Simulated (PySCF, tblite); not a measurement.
# C4H6F4O: geometry, infrared bands and NMR shifts

What infrared bands and NMR shifts should C4H6F4O (`CO[C@@H](F)CC(F)(F)F`) show?

Computed with tblite 0.8.0 and PySCF 2.14.0, with density-fitted response routines of our own, on a single molecule in the gas phase. Atoms are numbered from 0 throughout.

## (1) The molecule as given

15 atoms, charge 0, multiplicity 1; geometry from: force field or distance geometry start.

Bonds of the start (Å): C0–O1 1.41, O1–C2 1.43, C2–F3 1.35, C2–C4 1.50, C4–C5 1.49, C5–F6 1.35, C5–F7 1.36, C5–F8 1.35, C0–H9 1.09, C0–H10 1.10, C0–H11 1.10, C2–H12 1.10, C4–H13 1.10, C4–H14 1.08.

## (2) Optimising the geometry with GFN2-xTB

The job: settings as JSON, then the geometry in Å.

```
{"job": {"kind": "relax", "xc": "GFN2-xTB", "basis": "xTB"}, "charge": 0, "multiplicity": 1}
C     -2.512900    -0.377500    -0.102900
O     -1.205600    -0.894700    -0.121400
C     -0.222700     0.114400     0.135100
F     -0.509800     0.665000     1.336000
C      1.129900    -0.523400     0.175200
C      2.169200     0.544700     0.292300
F      2.110200     1.416800    -0.742700
F      3.416900     0.001600     0.284700
F      2.063100     1.246400     1.438100
H     -2.637100     0.402200    -0.859100
H     -3.217800    -1.189900    -0.334100
H     -2.776500     0.020900     0.887100
H     -0.312500     0.898900    -0.624500
H      1.303600    -1.111000    -0.743700
H      1.197700    -1.206400     1.015400
```

Run with:

```console
OMP_NUM_THREADS=1 python probes_run.py task.json out
```

One launch serves the whole session: the jobs run in the order shown.

**Question.** This job is followed by: GFN2-xTB harmonic vibrations, gas phase; GIAO PBE0/pcSseg-1 NMR shielding, non-relativistic, gas phase. What will the session give for the following? strongest single infrared mode (GFN2-xTB); zero-point energy (GFN2-xTB); ¹³C shifts against TMS (PBE0/pcSseg-1); ¹H shifts against TMS (PBE0/pcSseg-1, means over atoms taken as alike); ¹⁷O shifts against H2O (PBE0/pcSseg-1); ¹⁹F shifts against CFCl3 (PBE0/pcSseg-1, means over atoms taken as alike).

The runs gave:

| quantity | value |
| --- | --- |
| strongest single infrared mode (GFN2-xTB) | 1073 cm⁻¹, 268 km/mol |
| zero-point energy (GFN2-xTB) | 63.5 kcal/mol |
| ¹³C shifts against TMS (PBE0/pcSseg-1) | 133.8, 113.5, 58.6, 45.5 ppm |
| ¹H shifts against TMS (PBE0/pcSseg-1, means over atoms taken as alike) | 5.69, 3.78, 2.72, 2.33 ppm |
| ¹⁷O shifts against H2O (PBE0/pcSseg-1) | 80.3 ppm |
| ¹⁹F shifts against CFCl3 (PBE0/pcSseg-1, means over atoms taken as alike) | -81.4, -150.5 ppm |

In words: The optimisation took 66 steps and gained 0.156 eV; among the close pairs (by a distance rule), O1–C2 changed most, from 1.432 to 1.367 Å. No mode is imaginary among the 39: a minimum at this level. The strongest single mode, at 1073 cm⁻¹, is spread over several atoms, C5, C2, F7 among them. GFN2-xTB is a fitted tight-binding method: band positions and strengths are rough. Its intensities can rank the bands wrongly. The most deshielded hydrogen is H12 (hydrogen on an sp3 CH bonded to F and O), at 5.69 ppm: its carbon carries F and O, hence the downfield position. At PBE0/pcSseg-1: The largest span, 173 ppm, is at F6, F7, F8, where the paramagnetic term is -220 ppm.
